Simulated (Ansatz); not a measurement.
# GeH₃ (doublet): from Hartree-Fock to the top rungs at distance Ge1–H3 = 1.402 Å, 6-31G

Aim: climb from Hartree-Fock through coupled cluster and multireference methods for GeH₃ (doublet) at one geometry and basis, and see what each rung misses.

Method: 6-31G, core rule «outside noble gas», up to 14 orbitals frozen; program: Ansatz 0.2.0, Gaussian basis.

The runs, in order: UHF; CCSD(T) on ROHF; CCSD(T) on UHF; BCCD(T) on ROHF; CISD as a restricted active space (open shells left free, so some higher excitations enter); CCSDT(Q) on ROHF; CCSDT(Q) on UHF; CASSCF and MRCISD+Q, 3 electrons in 3 orbitals; CASSCF and NEVPT2, 3 electrons in 3 orbitals; CASSCF and MRCISD+Q, 7 electrons in 7 orbitals; CASSCF and NEVPT2, 7 electrons in 7 orbitals; Full CI.

20 further runs of the same task are left out: 13 that didn't finish, 7 set aside as unsound or not needed. Runs told in other sessions of the task aren't counted.

## 1. What is computed

The geometry derives from a PBE0/def2-TZVP stationary point (not a proven minimum). One bond is set to the value named and the two fragments are kept rigid. No spin-orbit coupling is included. The filled d shell of Ge may be among the frozen orbitals whatever the setting's name suggests.

4 atoms, charge 0, spin multiplicity 2.

Atoms are counted from 1 here; the program's logs count them from 0.

Bond lengths: Ge1–H2 1.539 Å, Ge1–H3 1.402 Å, Ge1–H4 1.539 Å. Angles: H2–Ge1–H3 111.2°, H2–Ge1–H4 111.2°, H3–Ge1–H4 111.2°.

## 2. UHF

The input, in.yaml:

```yaml
crystal:
  periodic: [false, false, false]
  atoms:
    - {symbol: Ge, position_ang: [-0.000854, 0.001493, -0.018176]}
    - {symbol: H, position_ang: [1.464118, 0.018387, 0.453127]}
    - {symbol: H, position_ang: [-0.682555, 1.150317, 0.407370]}
    - {symbol: H, position_ang: [-0.720036, -1.276284, 0.449391]}
basis:
  gaussian: {orbitals: 6-31G}
magnetization: {spin_polarized: true, initial_magnetization: 1}
hamiltonian: {xc: hf}
output: {orbitals: {seedname: orbitals}}
```

The run is started by

```bash
$ ansatz run in.yaml --threads 1 --pin off --events-out ev --progress --plain --max-ram 2393MiB
```

Further steps of the session: CCSD(T) on ROHF; CCSD(T) on UHF; BCCD(T) on ROHF; CISD as a restricted active space (open shells left free, so some higher excitations enter); CCSDT(Q) on ROHF; CCSDT(Q) on UHF; CASSCF and MRCISD+Q, 3 electrons in 3 orbitals; CASSCF and NEVPT2, 3 electrons in 3 orbitals; CASSCF and MRCISD+Q, 7 electrons in 7 orbitals; CASSCF and NEVPT2, 7 electrons in 7 orbitals; Full CI.

Before running them: what should the planned runs give, taken together? Wanted: FCI from the RHF energy; RMP2 from FCI; UMP2 from FCI; RCCSD from FCI; RCCSD(T) from FCI; UCCSD(T) from FCI; RCCSDT(Q) from FCI; UCCSDT(Q) from FCI; NEVPT2 pair from FCI.

The runs gave:

```
                         quantity                                                                                                                             value
          FCI from the ROHF energy                                                                                                                        -1.8800 eV
                    RMP2 from FCI                                                                                                                      +53.0 kJ/mol
                    UMP2 from FCI                                                                                                                      +52.2 kJ/mol
                   RCCSD from FCI                                                                                                                       +3.0 kJ/mol
                RCCSD(T) from FCI                                                                                                                       +0.8 kJ/mol
                UCCSD(T) from FCI                                                                                                                       +0.7 kJ/mol
               RCCSDT(Q) from FCI                                                                                                                        0.0 kJ/mol
               UCCSDT(Q) from FCI                                                                                                                       -0.1 kJ/mol
             NEVPT2 pair from FCI                                                                                                                      +42.5 kJ/mol
           MRCISD+Q pair from FCI                                                                                                                       -0.5 kJ/mol
          NEVPT2 valence from FCI                                                                                                                      +15.5 kJ/mol
levels within 1 kcal/mol (43 meV)  RCCSD, UCCSD, RCCSD(T), UCCSD(T), BCCD(T), RCCSDT, UCCSDT, RCCSDT(Q), UCCSDT(Q), MRCISD+Q pair, MRCISD valence, MRCISD+Q valence
                    T1 diagnostic                                                                                                                             0.013
   effectively unpaired electrons                                                                                                                              1.02
```

What this shows: RCCSD(T) misses by +0.8 kJ/mol, 0.5 % of the correlation energy. MRCISD+Q pair falls below full CI: the +Q correction isn't variational, and the cores differ from full CI's. One determinant dominates. Of the multireference levels listed MRCISD+Q pair comes nearest in total energy (-0.5 kJ/mol), which doesn't show that its space is the better one. These misses are within one basis, not against nature; the frozen cores of restricted and unrestricted runs differ, which can shift their rows.

Levels on UHF freeze UHF's core orbitals, full CI those of ROHF, so the U rows can settle a little off it for that reason alone.
